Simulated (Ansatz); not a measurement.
# SiTe2: the cost of one run

Program: Ansatz 0.2.0. Level of theory: reference: DFT, HSE06, plane waves, PAW. These are calculated values, not measurements.

2 further runs of the same task are left out: 2 that didn't finish.

## Step 1: The structure to begin with

Symmetry: R-3m, No. 166, trigonal system. Conventional cell: a = 3.775 Å, b = 3.775 Å, c = 20.638 Å, α = 90.00°, β = 90.00°, γ = 120.00°. Si (site symmetry -3m) has 6 Te at 2.71 Å as nearest neighbours. Te (site symmetry 3m) has 3 Si at 2.71 Å as nearest neighbours.

Structure file:

```cif
data_structure
_symmetry_space_group_name_H-M 'R-3m:H'
_symmetry_Int_Tables_number 166
_cell_length_a 3.7754
_cell_length_b 3.7754
_cell_length_c 20.6376
_cell_angle_alpha 90.000
_cell_angle_beta 90.000
_cell_angle_gamma 120.000
_cell_volume 254.75
loop_
_atom_site_label
_atom_site_type_symbol
_atom_site_symmetry_multiplicity
_atom_site_Wyckoff_symbol
_atom_site_fract_x
_atom_site_fract_y
_atom_site_fract_z
_atom_site_occupancy
Si1 Si 3 a 0.00000 0.00000 0.00000 1
Te1 Te 6 c 0.33333 0.66667 0.92186 1
```

## Step 2: The reference run

Input file input.yaml:

```yaml
crystal:
  lattice:
    - [1.8876949122, 1.0898611658, 6.8791868388]
    - [-1.8876949122, 1.0898611658, 6.8791868388]
    - [0.0, -2.1797223313, 6.8791868388]
  atoms:
    - { symbol: Si, position: [0.0, 0.0, 0.0] }
    - { symbol: Te, position: [0.2551965242, 0.2551965242, 0.2551965242] }
    - { symbol: Te, position: [0.7448034758, 0.7448034758, 0.7448034758] }
kpoints:
  mp_grid: { grid: [4, 4, 4] }
hamiltonian:
  xc: hse06
scf:
  occupations: { method: fermi_dirac, width: 0.02 }
  n_extra_bands: 4
output:
  forces: true
  stress: true
  eigenvalues: true
```

Started as:

```bash
$ ansatz run input.yaml --threads 4 --pin off --max-ram 3686MiB --backend cpu --events-out ev --progress --plain --runs-dir out
```

What time and memory should one allow on 4 threads of Arm Neoverse N1, shared host?

About 27 s, with a peak of 1.3 GiB.
